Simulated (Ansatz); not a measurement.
H5N2OSb, SMILES [NH2][Sb]([NH2])[OH], a rigid scan of one bond angle

Computed with the Ansatz DFT code, driven from Python.

`h5n2osb.py`
```python
"""Bending curve of H5N2OSb."""

from dataclasses import dataclass

import ansatz as az
from ase import Atoms


@dataclass
class Settings:
    basis: str = "def2-SVP"
    xc: str = "pbe0"
    force_tol: float = 0.02


settings = Settings()


def main() -> None:
    atoms = Atoms(["N", "Sb", "N", "O", "H", "H", "H", "H", "H"], positions=[
        (-0.3426, 1.1779, -1.0434),
        (0.6512, 0.6782, 0.6756),
        (1.4784, -0.975, -0.2887),
        (-0.8268, -0.4158, 1.3471),
        (-0.9107, 0.3705, -1.3962),
        (-1.1081, 1.9404, -0.7661),
        (1.9433, -1.5751, 0.4811),
        (0.7708, -1.5047, -0.7138),
        (-1.567, 0.2573, 1.6873),
    ])

    # relax first, so that the scan starts from a minimum
    first = (
        az.Crystal.molecule_from_ase(atoms).calculation()
        .basis(gaussian=settings.basis)
        .functional(settings.xc)
        .relax(force_tolerance=settings.force_tol, max_steps=80)  # relax until the tolerances are met
    )
    atoms.positions = first.run(threads=1).report["positions_ang"]

    rows = []
    for angle in [85, 95, 105, 115, 125, 140, 160]:
        bent = atoms.copy()
        bent.set_angle(1, 3, 8, angle, indices=[8])
        base = (
            az.Crystal.molecule_from_ase(bent).calculation()
            .basis(gaussian=settings.basis)
            .functional(settings.xc)
        )
        rows.append((angle, base.run(threads=1).report["free_energy_ev"]))
    floor = min(e for _, e in rows)
    for angle, e in rows:
        print(f"angle Sb1-O3-H8 = {angle:3d} deg   {1000 * (e - floor):9.1f} meV")


if __name__ == "__main__":
    main()
```

```console
$ python h5n2osb.py
angle Sb1-O3-H8 =  85 deg       295.5 meV
angle Sb1-O3-H8 =  95 deg        97.1 meV
angle Sb1-O3-H8 = 105 deg         7.5 meV
angle Sb1-O3-H8 = 115 deg         0.0 meV
angle Sb1-O3-H8 = 125 deg        52.5 meV
angle Sb1-O3-H8 = 140 deg       199.2 meV
angle Sb1-O3-H8 = 160 deg       415.5 meV
```

Notes:
- The scan is rigid, and the energies are electronic, in a modest basis. The zero is the lowest point of the grid, which needn't be the minimum.
- def2 sets replace the cores of elements past krypton by effective core potentials.
- The whole script took 65 s on 1 thread of Arm Neoverse V1 (shared host), peak memory 0.28 GiB.

(A comment or docstring line of the script was reworded after the run, the code is as it ran.)
